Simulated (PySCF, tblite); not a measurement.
# C8H7ClF2: geometry, infrared bands and NMR shifts

Aim: predict the infrared bands and NMR shifts of C8H7ClF2 (`FC(F)C1=C[C@@H]2C=C[C@@]1(Cl)C2`).

Programs: tblite 0.8.0 and PySCF 2.14.0, with density-fitted response routines of our own. Each step states its level of theory. These are calculated values for one molecule in the gas phase, unless marked as measured. Atoms count from 0, in the outputs and in this text.

## 1. Starting geometry

18 atoms, charge 0, multiplicity 1; geometry from: force field or distance geometry start.

Bonds of the start (Å): F0–C1 1.37, C1–F2 1.35, C1–C3 1.47, C3–C4 1.37, C4–C5 1.52, C5–C6 1.52, C6–C7 1.35, C7–C8 1.51, C8–Cl9 1.73, C8–C10 1.54, C8–C3 1.50, C10–C5 1.54, C1–H11 1.10, C4–H12 1.08, C5–H13 1.08, C6–H14 1.08, C7–H15 1.07, C10–H16 1.11, C10–H17 1.10.

## 2. Geometry optimisation with GFN2-xTB

The job: settings as JSON, then the geometry in Å.

```
{"job": {"kind": "relax", "xc": "GFN2-xTB", "basis": "xTB"}, "charge": 0, "multiplicity": 1}
F      2.595100    -1.954300    -0.233900
C      2.232600    -0.643500    -0.421700
F      2.388300    -0.403600    -1.736500
C      0.847700    -0.394200     0.016900
C     -0.072700    -1.256000     0.543600
C     -1.365400    -0.467500     0.697600
C     -1.850100    -0.043400    -0.680700
C     -0.927500     0.813000    -1.174600
C      0.166700     0.933600    -0.136500
Cl     1.129800     2.366200    -0.207900
C     -0.735200     0.870200     1.111300
H      2.950900    -0.036000     0.139300
H      0.052400    -2.308700     0.733000
H     -2.095800    -0.855800     1.395900
H     -2.745100    -0.396800    -1.166500
H     -0.944400     1.271700    -2.141300
H     -0.174100     0.824900     2.062800
H     -1.462100     1.686400     1.187600
```

Launch:

```bash
> OMP_NUM_THREADS=1 python probes_run.py task.json out
```

The driver reads the jobs from task.json and runs them one after another.

**Question.** This job is followed by: GFN2-xTB harmonic vibrations, gas phase; GIAO PBE0/pcSseg-1 NMR shielding, non-relativistic, gas phase. What will the session give for the following? strongest single infrared mode (GFN2-xTB); zero-point energy (GFN2-xTB); ¹³C shifts against TMS (PBE0/pcSseg-1); ¹H shifts against TMS (PBE0/pcSseg-1); ¹⁹F shifts against CFCl3 (PBE0/pcSseg-1); ³⁵Cl shifts against HCl (PBE0/pcSseg-1).

The runs gave:

| quantity | value |
| --- | --- |
| strongest single infrared mode (GFN2-xTB) | 1009 cm⁻¹, 84 km/mol |
| zero-point energy (GFN2-xTB) | 80.4 kcal/mol |
| ¹³C shifts against TMS (PBE0/pcSseg-1) | 161.4, 157.8, 154.6, 152.0, 117.6, 89.9, 82.4, 51.6 ppm |
| ¹H shifts against TMS (PBE0/pcSseg-1) | 7.54, 7.17, 7.12, 7.09, 3.53, 2.59, 2.53 ppm |
| ¹⁹F shifts against CFCl3 (PBE0/pcSseg-1) | -129.6, -152.5 ppm |
| ³⁵Cl shifts against HCl (PBE0/pcSseg-1) | 115 ppm |

Relaxing lowered the energy by 0.190 eV in 72 steps; the close pair that moved most is C3–C4, from 1.366 to 1.330 Å. No mode is imaginary among the 48: a minimum at this level. The strongest single mode, at 1009 cm⁻¹, is spread over many atoms; the largest shares are those of C1, C10. Unscaled tight-binding wavenumbers are off by several per cent, some by more. Its intensities can rank the bands wrongly. At PBE0/pcSseg-1: Shielding is most anisotropic at Cl9 (span 368 ppm, paramagnetic term -312 ppm).
